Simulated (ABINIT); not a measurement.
# ReP2 (P6/mmm) in ABINIT: single point with PBE

Aim: the single point of ReP2 with PBE.

All numbers are computed with ABINIT 10.8.3 (patched build); they aren't measurements. Logs are shortened: lines on timing, memory, paths and dates and some standing lists are left out, and cuts for length are marked. The log counts tension as positive stress, the text compression.

**1. The crystal as given**

Symmetry: P6/mmm, No. 191, hexagonal system. Conventional cell: a = 4.393 Å, b = 4.393 Å, c = 2.590 Å, α = 90.00°, β = 90.00°, γ = 120.00°. Around Re (site symmetry 6/mmm) lie 6 P at 2.54 Å and 2 Re at 2.59 Å. P (site symmetry -6m2) is surrounded by 5 P at 2.54 to 2.59 Å and 3 Re at 2.54 Å.

The cell was built by a generator and needn't be a form met in nature.

**2. Single point, PBE**

The input, run.abi:

```
# Pseudopotentials
pp_dirpath "./"
pseudos "75_Re_15_2.4_2.6_pbe_n_v1.0.psp8, 15_P_5_1.8_1.9_pbe_n_v1.0.psp8"

# Structure
acell 3*1.0
rprim
     8.3019448107     0.0000000000     0.0000000000
    -4.1509724054     7.1896898083     0.0000000000
     0.0000000000     0.0000000000     4.8946930190
ntypat 2
znucl 75 15
natom 3
typat 1 2 2
xred
     0.0000000000     0.0000000000     0.5000000000
     0.3333300000     0.6666700000     0.5000000000
     0.6666700000     0.3333300000     0.5000000000

# Plane-wave basis
ecut 18.0

# k points
kptopt 1
ngkpt 5 5 8
nshiftk 1
shiftk 0.0 0.0 0.0

# Exchange and correlation
ixc 11

# Bands and occupations
nband 17
occopt 3
tsmear 0.05 eV

# SCF cycle
nstep 100
tolvrs 1.0e-10

# Output
iomode 3
prtwf 0
prtden 0
prteig 0
prtebands 0
prtvol 2
```

Potentials or basis: SPMS NC PBE v1.0.

Launch:

```sh
abinit run.abi > log 2>&1
```

run.abo:

```text
.Version 10.8.3 of ABINIT
 Symmetries : space group Cm m m (# 65); Bravais oC (1-face-center ortho.)
================================================================================
 Values of the parameters that define the memory need of the present run
     intxc =       0    ionmov =       0      iscf =       7    lmnmax =       8
     lnmax =       8     mgfft =      32  mpssoang =       4    mqgrid =    3001
     natom =       3  nloc_mem =       1    nspden =       1   nspinor =       1
    nsppol =       1      nsym =       8    n1xccc =    2501    ntypat =       2
    occopt =       3   xclevel =       2
       mpw =        1078          nfft =       20480          nkpt =          45
================================================================================
================================================================================

--------------------------------------------------------------------------------
------------- Echo of variables that govern the present computation ------------
--------------------------------------------------------------------------------
 -outvars: echo values of preprocessed input variables --------
            acell      8.3019425164E+00  8.3019425164E+00  4.8946930190E+00 Bohr
              amu      1.86207000E+02  3.09737620E+01
             ecut      1.80000000E+01 Hartree
              ixc          11
         kptrlatt        5    0    0      0    5    0      0    0    8
          kptrlen      3.91575442E+01
            natom           3
            nband          17
            ngfft          32      32      20
             nkpt          45
            nstep         100
             nsym           8
           ntypat           2
           occopt           3
           prtden           0
        prtebands           0
           prteig           0
           prtvol           2
            prtwf           0
            rprim      1.0000000000E+00  1.5955761979E-07  0.0000000000E+00
                      -5.0000041455E-01  8.6602516444E-01  0.0000000000E+00
                       0.0000000000E+00  0.0000000000E+00  1.0000000000E+00
          spgroup          65
           tolvrs      1.00000000E-10
           tsmear      1.83746611E-03 Hartree
            typat      1  2  2
           xangst      0.0000000000E+00  0.0000000000E+00  1.2950799991E+00
                      -2.3180130405E-05  2.5364267147E+00  1.2950799991E+00
                       2.1966207504E+00  1.2681946847E+00  1.2950799991E+00
            xcart      0.0000000000E+00  0.0000000000E+00  2.4473465095E+00
                      -4.3804098029E-05  4.7931518291E+00  2.4473465095E+00
                       4.1510116207E+00  2.3965406284E+00  2.4473465095E+00
             xred      0.0000000000E+00  0.0000000000E+00  5.0000000000E-01
[... 325 lines left out ...]
 kpt#   1, nband= 17, wtk=  0.00500, kpt=  0.0000  0.0000  0.0000 (reduced coord)
  -2.61380   -1.21504   -1.21504   -1.18829   -0.24101    0.00860    0.05244    0.05245
   0.15245    0.25831    0.25832    0.39439    0.39439    0.42467    0.43846    0.43847
   0.46883
      occupation numbers for kpt#   1
   2.00000    2.00000    2.00000    2.00000    2.00000    2.00000    2.00000    2.00000
   2.00000    2.00000    2.00000    0.00000    0.00000    0.00000    0.00000    0.00000
   0.00000
 kpt#   2, nband= 17, wtk=  0.02000, kpt=  0.2000  0.0000  0.0000 (reduced coord)
  -2.61380   -1.21515   -1.21507   -1.18829   -0.22580   -0.05609    0.06202    0.12941
   0.15067    0.20264    0.23843    0.38213    0.39324    0.43230    0.45761    0.49437
   0.52841
      occupation numbers for kpt#   2
   2.00000    2.00000    2.00000    2.00000    2.00000    2.00000    2.00000    2.00000
   2.00000    2.00000    2.00000    0.00000    0.00000    0.00000    0.00000    0.00000
   0.00000
 kpt#   3, nband= 17, wtk=  0.02000, kpt=  0.4000  0.0000  0.0000 (reduced coord)
[... 328 lines left out ...]
  -2.61080   -1.22848   -1.21079   -1.21067   -0.03504   -0.01904    0.06858    0.10976
   0.11813    0.24056    0.24826    0.24969    0.29556    0.36631    0.42645    0.47867
   0.47878
      occupation numbers for kpt#  44
   2.00000    2.00000    2.00000    2.00000    2.00000    2.00000    2.00000    2.00000
   2.00000    2.00000    2.00000    2.00000    2.00000    0.00000    0.00000    0.00000
   0.00000
 kpt#  45, nband= 17, wtk=  0.01000, kpt= -0.4000  0.4000  0.5000 (reduced coord)
  -2.61080   -1.22849   -1.21079   -1.21061   -0.06171   -0.00177    0.05748    0.15231
   0.17408    0.19110    0.19881    0.26009    0.29012    0.37074    0.42674    0.47203
   0.52972
      occupation numbers for kpt#  45
   2.00000    2.00000    2.00000    2.00000    2.00000    2.00000    2.00000    2.00000
   2.00000    2.00000    2.00000    2.00000    2.00000    0.00000    0.00000    0.00000
   0.00000
 Total charge density [el/Bohr^3]
)     Maximum=    9.3060E-01  at reduced coord.    0.0625    0.9688    0.5000
)Next maximum=    9.3060E-01  at reduced coord.    0.0313    0.9375    0.5000
)     Minimum=    3.0719E-03  at reduced coord.    0.6563    0.3125    0.5000
)Next minimum=    3.0719E-03  at reduced coord.    0.6875    0.3438    0.5000
   Integrated=    2.5000E+01

--- !EnergyTerms
iteration_state     : {dtset: 1, }
comment             : Components of total free energy in Hartree
kinetic             :  2.82895656111630E+01
hartree             :  1.79650886130296E+01
xc                  : -2.05563546451176E+01
Ewald energy        : -7.42744747828416E+01
psp_core            :  6.22688707005111E+00
local_psp           : -4.43797857155763E+01
non_local_psp       : -1.29447409318118E+01
internal            : -9.96738147811037E+01
'-kT*entropy'       : -6.07376805243147E-04
total_energy        : -9.96744221579089E+01
total_energy_eV     : -2.71227920018383E+03
band_energy         : -1.02623381300590E+01
...

 Cartesian components of stress tensor (hartree/bohr^3)
  sigma(1 1)=  4.05369199E-05  sigma(3 2)=  0.00000000E+00
  sigma(2 2)=  4.05428021E-05  sigma(3 1)=  0.00000000E+00
  sigma(3 3)= -2.78809572E-05  sigma(2 1)=  5.09404629E-09

-Cartesian components of stress tensor (GPa)         [Pressure= -5.2172E-01 GPa]
- sigma(1 1)=  1.19263736E+00  sigma(3 2)=  0.00000000E+00
- sigma(2 2)=  1.19281042E+00  sigma(3 1)=  0.00000000E+00
- sigma(3 3)= -8.20286082E-01  sigma(2 1)=  1.49872016E-04

== END DATASET(S) ==============================================================
================================================================================

 -outvars: echo values of variables after computation  --------
            acell      8.3019425164E+00  8.3019425164E+00  4.8946930190E+00 Bohr
           etotal     -9.9674422158E+01
            fcart     -0.0000000000E+00 -0.0000000000E+00 -0.0000000000E+00
                       6.1334955352E-06 -3.5411726886E-06 -0.0000000000E+00
                      -6.1334955352E-06  3.5411726886E-06 -0.0000000000E+00
            rprim      1.0000000000E+00  1.5955761979E-07  0.0000000000E+00
                      -5.0000041455E-01  8.6602516444E-01  0.0000000000E+00
                       0.0000000000E+00  0.0000000000E+00  1.0000000000E+00
           strten      4.0536919947E-05  4.0542802053E-05 -2.7880957248E-05
                       0.0000000000E+00  0.0000000000E+00  5.0940462943E-09
           xangst      0.0000000000E+00  0.0000000000E+00  1.2950799991E+00
                      -2.3180130405E-05  2.5364267147E+00  1.2950799991E+00
                       2.1966207504E+00  1.2681946847E+00  1.2950799991E+00
             xred      0.0000000000E+00  0.0000000000E+00  5.0000000000E-01
                       3.3333000000E-01  6.6667000000E-01  5.0000000000E-01
                       6.6667000000E-01  3.3333000000E-01  5.0000000000E-01
 Calculation completed.
```

Run time: 22 s. Hardware: 1 thread of Arm Neoverse V2, shared host; peak memory 0.06 GiB.

What came out:

```yaml
Free_energy: -2712.2792 eV
Pressure: -0.5 GPa
Band_gap_on_the_k_mesh: none (metal or under the smearing width)
Valence_electrons_inside_the_program's_atomic_spheres: Re 11.19; P 2.77
```

Stress tensor (GPa, compression positive):
```
-1.19  0.00  0.00
 0.00 -1.19  0.00
 0.00  0.00  0.82
```

Levels at points of the mesh, in eV from the Fermi level:
```csv
k point,band 9,band 10,band 11,band 12,band 13,band 14,band 15,band 16,band 17
"(0.00, 0.00, 0.00)",-5.01,-2.13,-2.13,1.58,1.58,2.40,2.77,2.77,3.60
"(0.00, 0.00, 0.50)",-4.89,-3.56,-3.56,-2.84,0.85,0.85,3.34,3.34,3.75
```
